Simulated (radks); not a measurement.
**Valence configurations of Ga**

One table from this session's results is given with a row withheld; the runs are named, their logs left out.

The numbers are computed with radks (a radial shooting solver on a logarithmic mesh, Libxc functionals) version 1 (scalar-relativistic Kohn-Sham, PBEsol, spin-unpolarised, spherical densities, point nucleus), except any that are marked as measured or tabulated.

### The atom as given

| Property | Result |
| --- | --- |
| element | gallium (Z = 31) |
| charge | 0 |
| electrons | 31 |
| configuration | [Ar] 3d10 4s2 4p1 |
| others tried | 3d10 4p3; 3d10 4s1 4p2; 3d9 4s2 4p2; 3d9.5 4s2 4p1.5; 3d10 4s1.5 4p1.5; 3d9 4s1 4p3; 3d8.5 4s1 4p3.5; 3d9 4p4; 3d7.5 4s1 4p4.5 |

Outer shells as boxes (Hund's rule):

Ga
```
[Ar] core
3d [↑↓][↑↓][↑↓][↑↓][↑↓]
4s [↑↓]
4p [↑ ][  ][  ]
```

Set-up of the first run:

Input:

```text
Z 31
configuration [Ar] 3d10 4s2 4p1
relativity scalar-relativistic
functional pbe_sol,pbe_sol
spin unpolarised
nucleus point
c 137.035999084
```

Steps of the session up to this table: [Ar] 3d10 4s2 4p1.

One table of the session follows, with a row left open; its other results are not shown here.

Sizes of the orbitals, from the radial functions (bohr):

```
level     <r>  outermost maximum (interpolated)  90 % within  nodes
   1s       ?                                 ?            ?      ?
   2s  0.2180                             0.183        0.337      1
   2p  0.1908                             0.146        0.312      0
   3s  0.6523                             0.565        0.977      2
   3p  0.6795                             0.567         1.05      1
   3d  0.8109                             0.533         1.40      0
   4s   2.340                              1.89         3.58      3
   4p   3.391                              2.54         5.44      2
```

Estimate the missing values for 1s.

The run gave: <r>: 0.04863; outermost maximum (interpolated): 0.0318; 90 % within: 0.0869; nodes: 0. In the column «<r>» it is the lowest.
